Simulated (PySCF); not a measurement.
# Ta(OH)₂: structure of the quartet

The task is one start of a wider search on Ta(OH)₂: the quartet, from a PBE0 minimum start. It is relaxed, tested by its Hessian and followed downhill if it is a saddle.

Method: PBE0, basis Ta def2-TZVP with ECP60, O def2-TZVP, H def2-TZVP, scalar-relativistic core potentials, no spin–orbit coupling, density fitting; program: PySCF 2.14.0.

## Step 1: The system as given

5 atoms, charge 0, spin multiplicity 4.

Bond lengths: Ta1–O2 1.890 Å, Ta1–O3 1.890 Å, O2–H4 0.951 Å, O3–H5 0.951 Å. Angles: O2–Ta1–O3 180.0°, Ta1–O2–H4 180.0°, Ta1–O3–H5 180.0°.

Coordinates in bohr (charge 0 multiplicity 4):
```
Ta    0.0000    0.0000    0.0000
O     3.5721    0.0000    0.0000
O    -3.5721    0.0000    0.0000
H     5.3698    0.0000    0.0000
H    -5.3698    0.0000    0.0000
```

## Step 2: The SCF at the typed geometry

The steps below are one call of a driver around PySCF. For each, scf.py gives the equivalent set-up of the SCF; relaxations use the driver's own optimiser. After this first run the driver tries any further starts and a stability analysis.

Contents of scf.py:

```python
from pyscf import gto, scf, dft
mol = gto.M(atom='''
Ta     0.000000     0.000000     0.000000
O      1.890270    -0.000000     0.000000
O     -1.890270     0.000000     0.000000
H      2.841560     0.000000     0.000000
H     -2.841560    -0.000000     0.000000''',
    basis={'Ta': 'def2-TZVP', 'O': 'def2-TZVP', 'H': 'def2-TZVP'},
    ecp={'Ta': 'def2-TZVP'},
    charge=0, spin=3)
mf = dft.UKS(mol, xc='PBE0')
mf.grids.atom_grid = (50, 194)
aux = {'Ta': 'def2-universal-JKFIT', 'O': 'def2-universal-JKFIT', 'H': 'def2-universal-JKFIT'}
mf = mf.density_fit(auxbasis=aux)
mf.conv_tol = 1e-08
mf.diis_space = 10
mf.max_cycle = 60
mf.init_guess = 'minao'
mf.verbose = 4
mf.kernel()
```

On the command line:

```console
OMP_NUM_THREADS=4 python axn.py task.json out
```

The runs that follow: PBE0 minimum start, quartet: relaxation; Vibrations and properties at this point.

**Question.** What will these runs give? Wanted: minimum; geometry; wavenumbers; dipole moment; highest occupied, lowest empty level; polar-tensor charge of Ta1; zero-point energy; atomisation energy; ⟨S²⟩.

The runs gave:

| quantity | value |
| --- | --- |
| minimum | quartet, D∞h |
| geometry | O–H 0.951 Å (×2), Ta–O 1.890 Å (×2); H–O–Ta 180.0° (×2), O–Ta–O 180.0° |
| wavenumbers (cm⁻¹) | 68 (πu), 377 (πu), 437 (πg), 691 (σu+), 739 (σg+), 4023 (σu+), 4025 (σg+) |
| dipole moment | 0.00 D |
| highest occupied, lowest empty level (either spin) | -4.70, -1.71 eV |
| polar-tensor charge of Ta1 | +0.92 e |
| zero-point energy | 67.2 kJ/mol |
| entropy at 298.15 K | 304.8 J/(mol K) |
| atomisation energy (no zero-point energy) | 1914 kJ/mol |
| ⟨S²⟩ | 3.760 |

In words: The molecule stays D∞h, as typed, and the end point is a minimum. In the infrared the band at 4023 cm⁻¹ (σu+) leads. Ta1 has a polar-tensor charge of +0.9 e (a dipole derivative, not a static charge), yet symmetry cancels the bond dipoles. Most of the spin sits on Ta1 (Mulliken spin 3.16, against 3 for the whole molecule). Other starts or spin states, not run here, may lie lower. One determinant may miss the lowest occupation of an open d or f shell. Spin–orbit coupling, left out here, can matter for elements this heavy.
